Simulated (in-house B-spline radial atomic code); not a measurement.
**Nd²⁺: ionisation energy by several methods**

The task here is to estimate one member of a computed series from the others.

Program: in-house B-spline radial atomic code version 1. Level of theory: scalar-relativistic (X2C), several functionals, spin-polarised; spherical all-electron atom at the radial basis limit. These are calculated values, not measurements, unless marked.

### The atom as given

* element: neodymium (Z = 60)
* charge: +2
* electrons: 58
* configuration: [Xe] 4f4
* nucleus: Fermi, rms radius 4.912 fm

Outer shells as boxes (Hund's rule):

[Xe] 4f4
```
[Xe] core
4f [↑ ][↑ ][↑ ][↑ ][  ][  ][  ]
```

Where spins are not typed, each open shell is filled with up spins first.

The first run:

Settings, as recorded:

```ini
Z = 60
electrons = 58.0
configuration = [Xe] 4f4
hamiltonian = x2c
method = b88,p86
spin_polarised = True
nucleus = fermi
rms_radius = 4.9123
mass_number = 142
atomic_mass = 141.907728824
speed_of_light = 137.035999084
```

Among the steps run: BP86, a GGA; SCAN, a meta-GGA; PBE, a GGA; PBEsol, a GGA; LDA (VWN5); AM05, a GGA.

One table of the session follows, with a row left open; its other results are not shown here.

| method | ΔSCF (eV) |
| --- | --- |
| LDA (VWN5) | 23.643 |
| BP86 | ? |
| PBE | 23.369 |
| PBEsol | 23.403 |
| AM05 | 23.431 |
| SCAN | 23.238 |

Estimate the missing values for BP86.

The run gave: ΔSCF (eV): 23.440. In the column «ΔSCF (eV)» it lies between AM05 (23.431) and LDA (VWN5) (23.643).

Caveats from the session: Meta-GGA runs start from a PBE run whose iterations are not counted.
